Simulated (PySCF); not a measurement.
# U-wB97M-V/cc-pVDZ run of C2H2FGe (SMILES C#[C][GeH][F])

Aim: the energy change on altering one bond length of C2H2FGe at U-wB97M-V/cc-pVDZ, from 2 runs. 

The calculation is run with PySCF 2.14.0.

2 further runs of the same task are left out: 2 set aside as unsound or not needed.

### Step 1. The molecule

C2H2FGe: 6 atoms, total charge 0, spin state doublet. As SMILES, `C#[C][GeH][F]`. The shape is that of a PBE0-D4/def2-TZVP optimisation.

Bond lengths: C1–C2 1.208 Å, C2–Ge3 1.890 Å, Ge3–F4 1.742 Å, C1–H5 1.066 Å, Ge3–H6 1.546 Å. Angles: C1–C2–Ge3 172.4°, C2–Ge3–F4 106.6°, C2–C1–H5 178.7°, C2–Ge3–H6 112.0°, F4–Ge3–H6 106.4°.

### Step 2. The energy at U-wB97M-V/cc-pVDZ

calc.py

```python
# C#[C][GeH][F]
from pyscf import gto, dft

mol = gto.M(
    atom='''
C   -0.259200   0.074500  -1.769000
C    0.006200   0.034600  -0.591400
Ge   0.661100  -0.021100   1.180400
F   -0.021800  -1.442400   1.919600
H   -0.516900   0.107000  -2.803300
H    0.172500   1.183400   2.017600
''',
    basis='cc-pvdz',
    verbose=3,
    max_memory=1860,
    spin=1,
)

mf = dft.UKS(mol)
mf.xc = 'wb97m-v'
mf.nlcgrids.level = 1
mf.conv_tol = 1e-10
mf.grids.level = 5
mf.kernel()
if not mf.converged:
    mf = mf.newton().run(mf.mo_coeff, mf.mo_occ)

e_tot = mf.e_tot
print('E = %.10f Eh' % e_tot)
```

Run with:

```
$ OMP_NUM_THREADS=1 python calc.py
```

Log:

```text
WARN: HOMO -0.168137377484622 >= LUMO -0.16813737748462

converged SCF energy = -2253.9836339587  <S^2> = 0.75337635  2S+1 = 2.0033735
E = -2253.9836339587 Eh
```

Wall time 1.9 min (1 thread of Arm Neoverse V2, shared host); peak memory 0.47 GiB.

### Step 3. The distorted shape

job.py

```python
from pyscf import gto, dft

mol = gto.M(
    atom='''
C     -0.112633    -0.286817    -2.020137
C      0.152767    -0.326717    -0.842537
Ge     0.807667    -0.382417     0.929263
F      0.124767    -1.803717     1.668463
H     -0.370333    -0.254317    -3.054437
H      0.172500     1.183400     2.017600
''',
    verbose=3,
    max_memory=1860,
    spin=1,
    basis='cc-pvdz',
    charge=0,
)

calc0 = dft.UKS(mol, xc='wb97m-v')
calc0.nlcgrids.level = 1
calc0.grids.level = 5
calc0.conv_tol = 1e-10
calc0.kernel()
if not calc0.converged:
    calc0 = calc0.newton().run(calc0.mo_coeff, calc0.mo_occ)

etot = calc0.e_tot
print('Final energy', etot)
```

Run with:

```
$ OMP_NUM_THREADS=1 python job.py
```

Log:

```text
WARN: HOMO -0.177671759493504 >= LUMO -0.177671759493502

converged SCF energy = -2253.95076480749  <S^2> = 0.76462636  2S+1 = 2.0145733
Final energy -2253.9507648074914
```

Run time: 2.2 min. Hardware: 1 thread of Arm Neoverse V2, shared host; peak memory 0.47 GiB.

### Step 4. Summary of results

Level: U-wB97M-V/cc-pVDZ.

| quantity | value |
| --- | --- |
| first shape: total energy | -2253.98363 Eh |
| first shape: dipole moment | 2.23 D |
| first shape: HOMO energy (highest over α and β) | -8.62 eV |
| first shape: LUMO energy (lowest over α and β) | -1.41 eV |
| first shape: ⟨S²⟩ | 0.753 |
| distorted shape: total energy | -2253.95076 Eh |
| distorted shape: dipole moment | 2.32 D |
| distorted shape: HOMO energy (highest over α and β) | -8.79 eV |
| distorted shape: LUMO energy (lowest over α and β) | -1.76 eV |
| distorted shape: ⟨S²⟩ | 0.765 |
| energy change with the Ge3–H6 bond stretched from 1.546 to 2.010 Å | 0.894 eV |

**Reading.** With the Ge3–H6 bond stretched from 1.546 to 2.010 Å the energy rises by 0.89 eV (20.6 kcal/mol). The first shape isn't relaxed at this level, so the change isn't measured from a minimum. Mulliken charges (distorted shape) run from -0.35 on F4 to +0.52 on Ge3; they depend strongly on the basis.
